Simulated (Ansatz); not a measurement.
# H₅NS₂Si: basis-set convergence

One table from this session's results is given with a row withheld; the runs are named, their logs left out.

The runs use Ansatz 0.2.0, Gaussian basis; one geometry, several basis sets.

The runs, in order: PBE0-D4/def2-SVP; ωB97M-V/def2-SVP; PBE0-D4/def2-QZVPP; ωB97M-V/def2-QZVPP; the functionals' def2-TZVPP values are taken from earlier runs.

### Structure used throughout

All runs share one geometry, relaxed beforehand with PBE0-D4 in a triple-zeta def2 set.

SMILES `N[SiH2]SS`, 9 atoms, charge 0, spin multiplicity 1.

Atoms are counted from 1 here; the program's logs count them from 0.

Bond lengths: N1–Si2 1.706 Å, N1–H5 1.007 Å, N1–H6 1.007 Å, Si2–S3 2.157 Å, Si2–H7 1.480 Å, Si2–H8 1.485 Å, S3–S4 2.065 Å, S4–H9 1.346 Å. Angles: Si2–N1–H5 121.0°, Si2–N1–H6 119.6°, H5–N1–H6 111.6°, N1–Si2–S3 116.7°, N1–Si2–H7 107.2°, N1–Si2–H8 109.3°, S3–Si2–H7 107.7°, S3–Si2–H8 102.9°, H7–Si2–H8 113.2°, Si2–S3–S4 96.9°, S3–S4–H9 98.1°.

Set-up of the first run:

Input file in.yaml:

```yaml
crystal:
  periodic: [false, false, false]
  atoms:
    - {symbol: N, position_ang: [-0.158807, 0.853599, -1.136510]}
    - {symbol: Si, position_ang: [0.645488, -0.536497, -0.559613]}
    - {symbol: S, position_ang: [-0.307328, -1.610918, 1.050205]}
    - {symbol: S, position_ang: [-0.236895, -0.087666, 2.442470]}
    - {symbol: H, position_ang: [-1.044310, 0.781362, -1.610901]}
    - {symbol: H, position_ang: [-0.080782, 1.719772, -0.628637]}
    - {symbol: H, position_ang: [1.978280, -0.103641, -0.083915]}
    - {symbol: H, position_ang: [0.711047, -1.550975, -1.642353]}
    - {symbol: H, position_ang: [-1.418093, 0.488665, 2.152052]}
basis:
  gaussian: {orbitals: def2-SVP}
hamiltonian: {xc: pbe0, dispersion: d4}
output: {orbitals: {seedname: orbitals}}
```

On the command line:

```bash
> ansatz run in.yaml --threads 2 --pin off --events-out ev --progress --plain --max-ram 4352MiB
```

Steps of the session up to this table: PBE0-D4 in def2-SVP; ωB97M-V in def2-SVP; PBE0-D4 in def2-QZVPP; ωB97M-V in def2-QZVPP.

One of the session's tables, all rows but one given; the rest of the session is left out.

It belongs to the step «Functionals by basis». 

```
functional       basis  HOMO (eV)
   PBE0-D4    def2-SVP      -6.93
   PBE0-D4  def2-TZVPP          ?
   PBE0-D4  def2-QZVPP      -7.08
   ωB97M-V    def2-SVP      -9.03
   ωB97M-V  def2-TZVPP      -9.18
   ωB97M-V  def2-QZVPP      -9.22
```

Estimate the missing values for PBE0-D4, def2-TZVPP.

The run gave: HOMO (eV): -7.04. In the column «HOMO (eV)» it lies between PBE0-D4, def2-QZVPP (-7.08) and PBE0-D4, def2-SVP (-6.93).
